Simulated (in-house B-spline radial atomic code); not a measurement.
# Lu⁴⁹⁺: ionisation energy by several methods

Wanted: one ionisation energy, Lu⁴⁹⁺ to configuration [Ar] 3d3, up the ladder of functionals.

The numbers are computed with in-house B-spline radial atomic code version 1 (scalar-relativistic (X2C), several functionals, spin-polarised; spherical all-electron atom at the radial basis limit), except any that are marked as measured or tabulated.

### Step 1. The atom as given

* element: lutetium (Z = 71)
* charge: +49
* electrons: 22
* configuration: [Ar] 3d4
* nucleus: Fermi, rms radius 5.370 fm

Outer shells as boxes (Hund's rule):

[Ar] 3d4
```
[Ar] core
3d [↑ ][↑ ][↑ ][↑ ][  ]
```

Where spins are not typed, each open shell is filled with up spins first.

### Step 2. PBE, a GGA

Settings, as recorded:

```ini
Z = 71
electrons = 22.0
configuration = [Ar] 3d4
hamiltonian = x2c
method = pbe,pbe
spin_polarised = True
nucleus = fermi
rms_radius = 5.37
mass_number = 175
atomic_mass = 174.940777211
speed_of_light = 137.035999084
```

The run is started by

```bash
$ python run_scf.py task.json out
```

The settings of every run stand in task.json; they run in order.

### Step 3. AM05, a GGA

The settings differ from step 2 so:

```diff
@@ -4,3 +4,3 @@
 hamiltonian = x2c
-method = pbe,pbe
+method = am05
 spin_polarised = True
```

### Step 4. RPBE, a GGA

The settings differ from step 3 so:

```diff
@@ -4,3 +4,3 @@
 hamiltonian = x2c
-method = am05
+method = rpbe,pbe
 spin_polarised = True
```

### Step 5. LDA (VWN5)

The settings differ from step 4 so:

```diff
@@ -4,3 +4,3 @@
 hamiltonian = x2c
-method = rpbe,pbe
+method = lda,vwn
 spin_polarised = True
```

Before running: The tabulated ionisation energy is 4403 ± 4 eV (tabulated theoretical; NIST Atomic Spectra Database). What does each method give, and which comes nearest?

As calculated:

| method | rung | total energy (hartree) | ΔSCF (eV) | −ε highest (eV) | ΔSCF less tabulated (eV) |
| --- | --- | --- | --- | --- | --- |
| LDA (VWN5) | LDA | -12453.0394 | 4379.73 | 4315.76 (3d up) | -23.27 |
| PBE | GGA | -12463.1233 | 4380.29 | 4316.40 (3d up) | -22.71 |
| AM05 | GGA | -12454.2486 | 4379.68 | 4315.75 (3d up) | -23.32 |
| RPBE | GGA | -12463.9186 | 4380.35 | 4316.48 (3d up) | -22.65 |

What this shows: The tabulated ionisation energy is 4403 ± 4 eV (tabulated theoretical; NIST Atomic Spectra Database). RPBE comes nearest (-22.65 eV) and AM05 is farthest (-23.32 eV, 0.53 %). All methods miss on the same side by much the same amount, which points to something that they share. Relativistic terms that these runs lack can be as large as the gaps between close methods, so the nearest may be so by luck. PBE is off by -22.71 eV. Spin-orbit coupling is left out. Open shells are averaged (over orientations, and over spins where the run is restricted), while tables refer to the lowest levels.

Members of this set that are not shown: 3 used exact exchange with fractional occupations of an open shell, which is unsound here.
